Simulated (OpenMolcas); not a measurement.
# GaH2SF (SMILES [F][GaH][SH]): OPBE/Ahlrichs_VTZ (Cholesky decomposition)

What is the energy difference between two shapes of GaH2SF at OPBE/Ahlrichs_VTZ (Cholesky decomposition)? 

Program for the calculation: OpenMolcas 26.06.

**1. The system as given**

GaH2SF has 5 atoms, charge 0, and is taken as a singlet. As SMILES, `[F][GaH][SH]`. Geometry: a GFN2-xTB relaxation, a rough one for these elements and not checked as a minimum. This is one conformer, not always the lowest.

Bond lengths: F1–Ga2 1.759 Å, Ga2–S3 2.216 Å, Ga2–H4 1.539 Å, S3–H5 1.332 Å. Angles: F1–Ga2–S3 111.8°, F1–Ga2–H4 110.2°, S3–Ga2–H4 138.0°, Ga2–S3–H5 88.2°.

**2. The charge distribution at OPBE/Ahlrichs_VTZ (Cholesky decomposition)**

run.inp

```
* FGaH2S Kohn-Sham DFT
&GATEWAY
XBAS
F.Ahlrichs_VTZ
Ga.Ahlrichs_VTZ
S.Ahlrichs_VTZ
H.Ahlrichs_VTZ
End of Basis
ZMAT
F1
Ga2 1 1.758715
S3 2 2.215932 1 111.80906
H4 2 1.538602 1 110.15131 3 179.95553
H5 3 1.332454 2 88.19062 4 179.76643
End of ZMAT
&SEWARD
Low
&SCF
KSDFT=OPBE
PrOrbitals=1 2
&LOCALISATION
Boys
```

The run is started by

```bash
$ export MOLCAS_MEM=1860
$ pymolcas run.inp > run.log
```

Output:

```text
--- Start Module: gateway ---
[...]
--- Stop Module: gateway /rc=_RC_ALL_IS_WELL_ ---
[...]
      Basis functions           79
[...]
--- Start Module: scf ---
[...]
       Convergence after  15 Iterations
[...]
::    Total KS-DFT energy                           -2424.5730176719
[...]
      Total spin, S                                     0.0000000000
[...]
      Total electronic charge=   58.000000
      Total            charge=   -0.000000
[...]
      Dipole Moment (debye):
      Origin of the operator (angstrom)=    0.5484   -0.0000    1.7014
                   X= -5.5609E-01               Y= -7.7076E-03               Z=  1.0777E+00           Total=  1.2127E+00
      Quadrupole Moment (debye*angstrom):
[...]
--- Stop Module: scf /rc=_RC_ALL_IS_WELL_ ---
[...]
--- Start Module: localisation ---
[...]
--- Stop Module: localisation /rc=_RC_ALL_IS_WELL_ ---
[...]
```

Run time: 4.2 s. Hardware: 1 thread of Arm Neoverse V2, shared host; peak memory 0.26 GiB.

Atomic charges (e):

| atom | Mulliken |
| --- | --- |
| F1 | -0.491 |
| Ga2 | +0.775 |
| S3 | -0.350 |
| H4 | -0.070 |
| H5 | +0.137 |

**3. The distorted shape at the same level**

run.inp

```
&gateway
 xbas
 F.Ahlrichs_VTZ
 Ga.Ahlrichs_VTZ
 S.Ahlrichs_VTZ
 H.Ahlrichs_VTZ
 End of Basis
 zmat
 F1
 Ga2 1 1.777536
 S3 2 2.172528 1 113.31534
 H4 2 1.554403 1 110.61673 3 -179.07752
 H5 3 1.362461 2 89.25366 4 178.64632
 End of ZMAT

&seward
 low

&scf
 ksdft
 OPBE
 prorbitals
 1 2

&localisation
 boys
```

The run is started by

```bash
$ export MOLCAS_MEM=1860
$ pymolcas run.inp > run.log
```

Output:

```text
--- Start Module: gateway ---
[...]
--- Stop Module: gateway /rc=_RC_ALL_IS_WELL_ ---
[...]
      Basis functions           79
[...]
--- Start Module: scf ---
[...]
       Convergence after  15 Iterations
[...]
::    Total KS-DFT energy                           -2424.5745453257
[...]
      Total spin, S                                     0.0000000000
[...]
      Total electronic charge=   58.000000
      Total            charge=   -0.000000
[...]
      Dipole Moment (debye):
      Origin of the operator (angstrom)=    0.5320   -0.0002    1.7273
                   X= -3.1602E-01               Y=  1.8620E-02               Z=  1.1462E+00           Total=  1.1892E+00
      Quadrupole Moment (debye*angstrom):
[...]
--- Stop Module: scf /rc=_RC_ALL_IS_WELL_ ---
[...]
--- Start Module: localisation ---
[...]
--- Stop Module: localisation /rc=_RC_ALL_IS_WELL_ ---
[...]
```

Wall time 4.5 s (1 thread of Arm Neoverse V2, shared host); peak memory 0.26 GiB.

Atomic charges (e):

| atom | Mulliken |
| --- | --- |
| F1 | -0.497 |
| Ga2 | +0.770 |
| S3 | -0.341 |
| H4 | -0.074 |
| H5 | +0.142 |

**4. Results**

At OPBE/Ahlrichs_VTZ (Cholesky decomposition):

| quantity | value |
| --- | --- |
| first shape: total energy | -2424.57302 Eh |
| first shape: dipole moment | 1.21 D |
| first shape: HOMO energy | -6.92 eV |
| first shape: LUMO energy | -1.82 eV |
| first shape: HOMO–LUMO gap | 5.10 eV |
| distorted shape: total energy | -2424.57455 Eh |
| distorted shape: dipole moment | 1.19 D |
| distorted shape: HOMO energy | -7.03 eV |
| distorted shape: LUMO energy | -1.78 eV |
| distorted shape: HOMO–LUMO gap | 5.25 eV |
| energy change with the atoms displaced | -0.042 eV |

With the atoms displaced the energy falls by 0.04 eV (1.0 kcal/mol). The first shape isn't relaxed at this level, so the change isn't measured from a minimum. Mulliken charges (first shape) run from -0.49 on F1 to +0.77 on Ga2; they depend strongly on the basis. Mulliken charges (distorted shape) run from -0.50 on F1 to +0.77 on Ga2; they depend strongly on the basis.
